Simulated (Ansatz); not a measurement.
This script drives Ansatz 0.2.0 through its Python package.

`methods.py`:
```python
"""One geometry of CH6AlNS, method by method."""

from pathlib import Path
import logging
import sys

import ansatz as az
import numpy as np

logging.basicConfig(stream=sys.stdout, format="%(name)s: %(message)s")
log = logging.getLogger("ch6alns")
log.setLevel(logging.INFO)

GEOMETRY = """
C    -1.11790    0.83950    0.53390
N     0.24830    0.67320    0.79640
Al    0.77830   -1.05320    0.15930
S     0.64090   -1.58990   -2.01670
H    -1.37090    0.81890   -0.58740
H    -1.46510    1.90740    0.88030
H    -1.75270    0.13410    1.06730
H     0.82980    1.40120    0.24180
H     1.44940   -2.08860    1.23640
H     1.84300   -1.09360   -2.30830
"""

system = az.Crystal.molecule()
for line in GEOMETRY.strip().splitlines():
    symbol, *xyz = line.split()
    system = system.atom(symbol, [float(v) for v in xyz])

model = system.calculation().basis(gaussian="def2-SVP")

log.info("functional    E (Ha)        dipole (D)   HOMO (eV)  LUMO (eV)")
for name in ["blyp", "r2scan", "b3lyp", "hse06"]:
    r = model.functional(name).forces().orbitals().run(threads=1, runs_dir="runs").report
    lines = Path(r["orbitals_path"]).read_text().splitlines()
    field_of = lambda key: [line.split("=")[1].strip() for line in lines if line.startswith(key)]
    orbitals = [(27.211386 * float(e), s, float(n)) for e, s, n in zip(field_of("Ene="), field_of("Spin="), field_of("Occup="))]
    homo = max(e for e, _, n in orbitals if n > 0.5)
    lumo = min(e for e, _, n in orbitals if n < 0.5)
    dipole = 4.803205 * np.linalg.norm(r["charge_distribution"]["dipole_moment_e_ang"])
    log.info(f"{name:10s} {r['free_energy_ev'] / 27.211386246:14.6f} {dipole:9.3f} {homo:11.3f} {lumo:10.3f}")
```

It is started by `python methods.py`. How long does it take on 1 thread of Arm Neoverse V1 (shared host), and how much memory does it need?

It took about 18 s, with a peak of 0.27 GiB, for 4 runs of the engine.

`python methods.py` gives:
```text
ch6alns: functional    E (Ha)        dipole (D)   HOMO (eV)  LUMO (eV)
ch6alns: blyp          -736.780645     1.024      -4.840     -2.235
ch6alns: r2scan        -736.725510     1.107      -5.292     -2.102
ch6alns: b3lyp         -736.877720     1.025      -6.109     -1.801
ch6alns: hse06         -736.450111     1.081      -5.977     -1.985
```

Total energies depend on the basis set; only differences at equal settings carry meaning. The geometry is a force-field or estimated start, not a minimum of this method, and the basis set is short of its limit. A lower total doesn't mark the better method: functionals have no common bound, and MP2 and coupled cluster aren't variational. b3lyp holds the VWN-RPA fit, as in Gaussian; the form of ORCA and Turbomole is b3lyp5. Levels such as HOMO and LUMO are orbital energies: with these approximate functionals they aren't the ionisation energy and electron affinity, and their gap isn't the fundamental gap. hse06 follows the composition of plane-wave codes, whose totals differ by tens of mHa, up to about 0.1 Ha, from the form usual in Gaussian-basis programs (wpbeh).
